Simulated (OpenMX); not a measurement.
Runs of OpenMX 3.8.5 on SiO. The structure is cubic, space group Pm-3m (No. 221). Conventional cell: a = 2.769 Å, b = 2.769 Å, c = 2.769 Å, α = 90.00°, β = 90.00°, γ = 90.00°. Si (site symmetry m-3m) has 8 O at 2.40 Å as nearest neighbours. Around O (site symmetry m-3m) lie 8 Si at 2.40 Å. The cell was built by a generator and needn't be a form met in nature.

| cell | gap on the mesh (eV) | pressure (GPa) |
| --- | --- | --- |
| Pm-3m, 10.62 Å³/atom | none | 5.6 |
| Pm-3m, 9.73 Å³/atom | none | (b) |
| Pm-3m, 10.17 Å³/atom | none | 12.3 |
| Pm-3m, 11.94 Å³/atom | none | -7.9 |
| Pm-3m, 11.5 Å³/atom | none | (a) |

Alike in all rows: task single point; level PBE; potentials or basis OpenMX 2013 PBE set, Si7.0-s2p2d1, O6.0-s2p2d1, grid cutoff 400 Ry; no spin polarisation; k mesh 7 × 7 × 7; smearing fermi-dirac 0.05 eV.

**Question.** Fill in the values left out.

**Answer.** (a) -4.4; (b) 20.9.

Caveats: the basis of atomic orbitals isn't converged, which shifts pressures, moduli and gaps.

A gap of «none» marks a metal or a gap under the smearing width.
